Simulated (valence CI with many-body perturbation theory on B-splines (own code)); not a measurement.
# Levels and ionisation energy of Gd⁵⁰⁺

What does CI with core correlation give for the spectrum of Gd⁵⁰⁺? Levels and ionisation energy come from one run, set against NIST.

Method: configuration interaction of the valence electrons, many-body perturbation theory for a frozen closed Dirac-Fock core, no-pair Dirac Hamiltonian, B-spline basis. Code: an in-house CI+MBPT code version 3.

## (1) Starting point

```
element                                      : gadolinium (Z = 64, A = 158)
charge                                       : +50
frozen core                                  : [Ne]
start configuration of the valence electrons : 3s2 3p2
nuclear rms radius                           : 5.1569 fm
```

## (2) The run

Input settings:

```ini
atom Gd  Z=64  mass_number=158  rms_radius_fm=5.1569
core [Ne]
valence 3s2 3p2
avg = 1
basis = L
breit = 1
cap = 40000
capref = 1200
cscale = 1
de = 0.0
dress = 0
eps = 2e-08
h = 0.27
hh = 1
l2 = 3
lcore = 6
maxit = 60
n2 = 5
natural = 1
nlev = 60
nno = [7, 7, 6, 5, 4, 2, 1]
nroot = 26
nsp = [4, 4, 3, 2, 1, 0, 0]
pt2 = 1
qed = 1
rpa = 1
s1 = 1
s2 = 1
s3 = 1
screen = 1
tol = 2e-05
```

Command:

```console
> python run_cv.py task.json out
```

task.json holds these settings.

What does the calculation give? Wanted: for each run, computed; tabulated.

**Answer**, as computed:

| quantity | computed | tabulated |
| --- | --- | --- |
| lowest level | 3s2 3p2 ³P0 | 3p2 ³P0 |
| first excitation | 3s2 3p2 ³P1, 171.00 eV | - |
| ionisation energy, to 3s2 3p ²P° J = 1/2 | 4579.8 eV | 4578 ± 4 eV (tabulated theoretical) |
| dipole polarisability of the lowest level | 0.005046 bohr³ | - |
| no level missing from the run's list below | 825.30 eV | - |

**Reading.** The ionisation energy is 1.8 eV (0.04 %) above the NIST entry, whose uncertainty is 4 eV. Of the added terms Breit moves the ionisation energy most, by -5.86 eV. The lowest level is 99 % 3s2 3p2, but only 70 % ³P beside 30 % ¹S, so its LS name says little. Cautions: by estimate large intervals hold to a few tenths of a per cent, small ones and the rates on them less well.
